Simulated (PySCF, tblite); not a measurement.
# C5H7ClF radical: geometry, infrared bands and EPR parameters

Wanted: the infrared bands and EPR parameters of C5H7ClF radical (`F[C@@H]1[CH][C@@H](Cl)CC1`), by calculation.

Computed with tblite 0.8.0 and PySCF 2.14.0, with density-fitted response routines of our own, on a single molecule in the gas phase. Atoms count from 0, in the outputs and in this text.

**1. Starting geometry**

14 atoms, charge 0, multiplicity 2; geometry from: force field or distance geometry start.

Bonds of the start (Å): F0–C1 1.36, C1–C2 1.54, C2–C3 1.53, C3–Cl4 1.77, C3–C5 1.50, C5–C6 1.52, C6–C1 1.51, C1–H7 1.10, C2–H8 1.11, C3–H9 1.10, C5–H10 1.10, C5–H11 1.12, C6–H12 1.12, C6–H13 1.10.

**2. Optimising the geometry with GFN2-xTB**

The job: settings as JSON, then the geometry in Å.

```
{"job": {"kind": "relax", "xc": "GFN2-xTB", "basis": "xTB"}, "charge": 0, "multiplicity": 2}
F     -1.934900     0.579400     1.470700
C     -1.214400     0.236200     0.367100
C     -0.628100    -1.182600     0.474200
C      0.426700    -1.057000    -0.622400
Cl    -0.471400    -0.760700    -2.116200
C      1.158200     0.158800    -0.148100
C      0.000800     1.103200     0.143600
H     -1.849800     0.227900    -0.525600
H     -0.149200    -1.268600     1.467700
H      1.043700    -1.962200    -0.705600
H      1.846000     0.556600    -0.908000
H      1.668400    -0.112800     0.809400
H      0.238100     1.749800     1.025300
H     -0.134800     1.731400    -0.754400
```

The run is started by

```
$ OMP_NUM_THREADS=1 python probes_run.py task.json out
```

One launch serves the whole session: the jobs run in the order shown.

**Question.** This job is followed by: GFN2-xTB harmonic vibrations, gas phase; UKS B3LYP, pcH-1 on C Cl F H, non-relativistic, mean-field spin-orbit, GIAO. What will the session give for the following? strongest single infrared mode (GFN2-xTB); zero-point energy (GFN2-xTB); g(iso) (B3LYP); ⟨S²⟩; largest a(iso); surface potential, 1st and 99th percentile.

As calculated:

| quantity | value |
| --- | --- |
| strongest single infrared mode (GFN2-xTB) | 895 cm⁻¹, 87 km/mol |
| zero-point energy (GFN2-xTB) | 66.9 kcal/mol |
| g(iso) (B3LYP) | 2.00273 |
| ⟨S²⟩ | 0.755 (exact 0.75) |
| largest a(iso) | 19F on F0, 235.2 MHz |
| surface potential, 1st and 99th percentile | -1.02 V and 1.14 V |

In words: The optimisation took 75 steps and gained 1.104 eV; among the close pairs (by a distance rule), C3–Cl4 changed most, from 1.768 to 1.884 Å. No mode is imaginary among the 36: a minimum at this level. The strongest single mode, at 895 cm⁻¹, has its largest shares on C1, F0, H11 and C3 (the list is cut at 4 atoms). GFN2-xTB is a fitted tight-binding method: band positions and strengths are rough. Its intensities can rank the bands wrongly. C2 carries the largest spin population, 0.93 e. The isotropic g lies 0.4 ppt above the free-electron value.
